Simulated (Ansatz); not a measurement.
**Si₂Ge₄H₁₂: how energies converge with the basis set**

How large a basis does Si₂Ge₄H₁₂ need? Two functionals are run in growing sets.

Method: one geometry, several basis sets; program: Ansatz 0.2.0, Gaussian basis.

Plan: PBE0-D4/def2-SVP; ωB97M-V/def2-SVP; ωB97M-V/def2-QZVPP; the functionals' def2-TZVPP values are taken from earlier runs.

1 further run of the same task is left out (for a known fault of the program).

### 1 The geometry

An earlier PBE0-D4 in a triple-zeta def2 set relaxation fixed the geometry.

18 atoms, charge 0, spin multiplicity 1.

Atoms are counted from 1 here; the program's logs count them from 0.

Bond lengths: Si1–Si2 2.337 Å, Si1–Ge6 2.386 Å, Si1–H7 1.490 Å, Si1–H8 1.489 Å, Si2–Ge3 2.386 Å, Si2–H9 1.490 Å, Si2–H10 1.489 Å, Ge3–Ge4 2.433 Å, Ge3–H11 1.541 Å, Ge3–H12 1.541 Å, Ge4–Ge5 2.425 Å, Ge4–H13 1.540 Å, Ge4–H14 1.541 Å, Ge5–Ge6 2.433 Å, Ge5–H15 1.541 Å, Ge5–H16 1.540 Å, Ge6–H17 1.541 Å, Ge6–H18 1.541 Å. Angles: Si2–Si1–Ge6 108.3°, Si2–Si1–H7 108.7°, Si2–Si1–H8 112.3°, Ge6–Si1–H7 108.8°, Ge6–Si1–H8 110.3°, H7–Si1–H8 108.3°, Si1–Si2–Ge3 108.3°, Si1–Si2–H9 108.8°, Si1–Si2–H10 112.3°, Ge3–Si2–H9 108.8°, Ge3–Si2–H10 110.3°, H9–Si2–H10 108.3°, Si2–Ge3–Ge4 110.3°, Si2–Ge3–H11 109.6°, Si2–Ge3–H12 110.1°, Ge4–Ge3–H11 109.4°, Ge4–Ge3–H12 109.3°, H11–Ge3–H12 108.0° and more.

Geometry (Å):

```
Si    0.3074   -1.9696    0.8974
Si    2.0771   -0.5086    0.4582
Ge    1.6254    0.6204   -1.5949
Ge   -0.7535    1.0860   -1.7981
Ge   -1.6648    1.4261    0.4229
Ge   -1.5637   -0.6831    1.6306
H    -0.0588   -2.6712   -0.3652
H     0.6609   -2.9965    1.9164
H     2.1501    0.4989    1.5537
H     3.3871   -1.2131    0.3840
H     2.0793   -0.2566   -2.7776
H     2.4114    1.9441   -1.6563
H    -0.9942    2.3022   -2.7117
H    -1.4498   -0.1331   -2.4335
H    -0.7960    2.4661    1.1568
H    -3.1092    1.9584    0.3777
H    -1.4390   -0.4040    3.1407
H    -2.8698   -1.4666    1.3988
```

### 2 PBE0-D4 in def2-SVP

in.yaml reads:

```yaml
crystal:
  periodic: [false, false, false]
  atoms:
    - {symbol: Si, position_ang: [0.307434, -1.969551, 0.897392]}
    - {symbol: Si, position_ang: [2.077143, -0.508557, 0.458204]}
    - {symbol: Ge, position_ang: [1.625442, 0.620445, -1.594891]}
    - {symbol: Ge, position_ang: [-0.753463, 1.086001, -1.798121]}
    - {symbol: Ge, position_ang: [-1.664806, 1.426135, 0.422932]}
    - {symbol: Ge, position_ang: [-1.563673, -0.683076, 1.630593]}
    - {symbol: H, position_ang: [-0.058817, -2.671203, -0.365170]}
    - {symbol: H, position_ang: [0.660883, -2.996513, 1.916420]}
    - {symbol: H, position_ang: [2.150052, 0.498893, 1.553741]}
    - {symbol: H, position_ang: [3.387128, -1.213135, 0.384041]}
    - {symbol: H, position_ang: [2.079262, -0.256558, -2.777564]}
    - {symbol: H, position_ang: [2.411391, 1.944121, -1.656278]}
    - {symbol: H, position_ang: [-0.994167, 2.302160, -2.711717]}
    - {symbol: H, position_ang: [-1.449841, -0.133118, -2.433537]}
    - {symbol: H, position_ang: [-0.795980, 2.466070, 1.156805]}
    - {symbol: H, position_ang: [-3.109180, 1.958447, 0.377664]}
    - {symbol: H, position_ang: [-1.438989, -0.403985, 3.140693]}
    - {symbol: H, position_ang: [-2.869831, -1.466598, 1.398792]}
basis:
  gaussian: {orbitals: def2-SVP}
hamiltonian: {xc: pbe0, dispersion: d4}
output: {orbitals: {seedname: orbitals}}
```

Further steps of the session: ωB97M-V in def2-SVP; ωB97M-V in def2-QZVPP.

**Question.** What will the summary of the whole plan be? Wanted: ωB97M-V: double and triple zeta above quadruple.

The runs gave:

| quantity | value |
| --- | --- |
| ωB97M-V: double and triple zeta above quadruple | 39.23, 5.24 eV |

What this shows: Total energies overstate the basis error of differences, where much of it tends to cancel. The LUMO of ωB97M-V is positive and keeps falling with the basis (1.39 to 0.85 eV): an unbound level that the basis holds in place.
